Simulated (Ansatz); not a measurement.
# ZrH (quartet): from Hartree-Fock to the top rungs at distance Zr1–H2 = 1.646 Å, def2-TZVP

How much of the correlation energy of ZrH (quartet) does each wave-function method recover here?

Program: Ansatz 0.2.0, Gaussian basis. Level of theory: def2-TZVP, core rule «outside noble gas», up to 4 orbitals frozen. These are calculated values, not measurements.

Plan: UHF; CCSD(T) on ROHF; CCSD(T) on UHF; CISD as a restricted active space (open shells left free, so some higher excitations enter); CCSDT(Q) on ROHF; CCSDT(Q) on UHF; CASSCF and MRCISD+Q, 5 electrons in 5 orbitals; CASSCF and NEVPT2, 5 electrons in 5 orbitals; CASSCF and MRCISD+Q, 5 electrons in 7 orbitals; CASSCF and NEVPT4(SD), 5 electrons in 7 orbitals; CASSCF and NEVPT2, 5 electrons in 7 orbitals; Full CI.

38 further runs of the same task are left out: 21 for a known fault of the program, 9 that didn't finish, 8 set aside as unsound or not needed. Runs told in other sessions of the task aren't counted.

### Step 1. The system

The geometry derives from a PBE0/def2-TZVP stationary point (not a proven minimum). One bond is set to the value named and the two fragments are kept rigid. No spin-orbit coupling is included. Elements past krypton take def2 core potentials.

2 atoms, charge 0, spin multiplicity 4.

Atoms are counted from 1 here; the program's logs count them from 0.

Bond lengths: Zr1–H2 1.646 Å.

### Step 2. UHF

The input, in.yaml:

```yaml
crystal:
  periodic: [false, false, false]
  atoms:
    - {symbol: Zr, position_ang: [0.000000, 0.000000, 0.000000]}
    - {symbol: H, position_ang: [0.000000, 0.000000, 1.646000]}
basis:
  gaussian: {orbitals: def2-TZVP}
magnetization: {spin_polarized: true, initial_magnetization: 3}
hamiltonian: {xc: hf}
output: {orbitals: {seedname: orbitals}}
```

Command:

```bash
$ ansatz run in.yaml --threads 1 --pin off --events-out ev --progress --plain --max-ram 2393MiB
```

The runs that follow: CCSD(T) on ROHF; CCSD(T) on UHF; CISD as a restricted active space (open shells left free, so some higher excitations enter); CCSDT(Q) on ROHF; CCSDT(Q) on UHF; CASSCF and MRCISD+Q, 5 electrons in 5 orbitals; CASSCF and NEVPT2, 5 electrons in 5 orbitals; CASSCF and MRCISD+Q, 5 electrons in 7 orbitals; CASSCF and NEVPT4(SD), 5 electrons in 7 orbitals; CASSCF and NEVPT2, 5 electrons in 7 orbitals; Full CI.

**Question.** What will the summary of the whole plan be? Wanted: FCI from the RHF energy; RMP2 from FCI; UMP2 from FCI; RCCSD from FCI; RCCSD(T) from FCI; UCCSD(T) from FCI; RCCSDT(Q) from FCI; UCCSDT(Q) from FCI; NEVPT2 pair from FCI.

**Answer**, as computed:

```
                         quantity                                                                                             value
          FCI from the ROHF energy                                                                                        -1.6744 eV
                    RMP2 from FCI                                                                                      +37.4 kJ/mol
                    UMP2 from FCI                                                                                      +28.3 kJ/mol
                   RCCSD from FCI                                                                                       +3.7 kJ/mol
                RCCSD(T) from FCI                                                                                       +0.2 kJ/mol
                UCCSD(T) from FCI                                                                                       -8.2 kJ/mol
               RCCSDT(Q) from FCI                                                                                       -1.8 kJ/mol
               UCCSDT(Q) from FCI                                                                                       -9.6 kJ/mol
             NEVPT2 pair from FCI                                                                                      +43.5 kJ/mol
           MRCISD+Q pair from FCI                                                                                       -0.7 kJ/mol
          NEVPT2 valence from FCI                                                                                      +40.7 kJ/mol
levels within 1 kcal/mol (43 meV)  RCCSD, RCCSD(T), RCCSDT, RCCSDT(Q), MRCISD pair, MRCISD+Q pair, MRCISD valence, MRCISD+Q valence
                    T1 diagnostic                                                                                             0.033
   effectively unpaired electrons                                                                                              3.16
```

In words: RCCSD(T) misses by +0.2 kJ/mol, 0.1 % of the correlation energy. CCSD(T) misses by +0.2 kJ/mol on the restricted determinant and by -8.2 kJ/mol on the unrestricted one; the two need not hold the same state or core. UCCSD, UCCSD(T), RCCSDT, UCCSDT, RCCSDT(Q), UCCSDT(Q), MRCISD+Q pair, MRCISD+Q valence fall below full CI: unrestricted runs freeze a spin-polarised core, another one than full CI's, and coupled cluster isn't variational. One determinant dominates. Of the multireference levels listed MRCISD+Q pair comes nearest in total energy (-0.7 kJ/mol), which doesn't show that its space is the better one. These misses are within one basis, not against nature; the frozen cores of restricted and unrestricted runs differ, which can shift their rows.

Levels on UHF freeze UHF's core orbitals, full CI those of ROHF, so the U rows can settle a little off it for that reason alone.
